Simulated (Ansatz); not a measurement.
What does this script print? It uses Ansatz 0.2.0, Python API.

The script reads `input.yaml`:
```yaml
crystal:
  periodic: [false, false, false]
  atoms:
    - { symbol: "N", position_ang: [-0.7752, 1.062, 0.6214] }
    - { symbol: C, position_ang: [-0.1951, 0.3318, -0.4584] }
    - { symbol: Si, position_ang: [1.1375, -0.7808, 0.1621] }
    - { symbol: S, position_ang: [-1.3991, -0.6568, -1.2579] }
    - { symbol: H, position_ang: [-0.1751, 1.8124, 0.9302] }
    - { symbol: H, position_ang: [-1.6125, 1.6279, 0.2041] }
    - { symbol: H, position_ang: [0.242, 1.0228, -1.2033] }
    - { symbol: H, position_ang: [1.8986, -1.4656, -0.9485] }
    - { symbol: H, position_ang: [0.6639, -1.7912, 1.1708] }
    - { symbol: H, position_ang: [2.2035, 0.0295, 0.9068] }
    - { symbol: H, position_ang: [-1.9231, -1.249, -0.1068] }
basis:
  gaussian: { orbitals: def2-SVP, nuclear_model: point }
hamiltonian:
  xc: b3lyp
```

`ch7nssi_deck.py`:
```python
"""CH7NSSi through the session interface."""

import ansatz as az


def main() -> None:
    session = az.Session.from_deck("input.yaml")
    r = session.plan(threads=1).execute().report

    for key in ("converged", "free_energy_ev", "reference_energy_ev", "n_frozen", "n_occupied", "n_virtual"):
        print(f"{key:22s} {r[key]}")
    symbols = ["N", "C", "Si", "S", "H", "H", "H", "H", "H", "H", "H"]
    state = r["mean_field"]["state"]
    print(f"mean field: {state['energy']['hartree']:.7f} Ha, <S^2> = {abs(state['spin_squared']):.4f}, stability: {state.get('stability', {}).get('kind')}")


if __name__ == "__main__":
    main()
```

`python ch7nssi_deck.py` gives:
```text
converged              True
free_energy_ev         -21346.501412120513
reference_energy_ev    -21346.501412120513
n_frozen               0
n_occupied             [25, 25]
n_virtual              [74, 74]
mean field: -784.4694577 Ha, <S^2> = 0.0000, stability: minimum
```

What to keep in mind:
- These settings explore the input space; basis and method may be short of convergence.
- The geometry is a force-field or estimated start, not a minimum of this method, and the basis set is short of its limit.
- Finished in 2.7 s on 1 thread of Arm Neoverse V2, with other jobs on the host, peak memory 0.23 GiB.
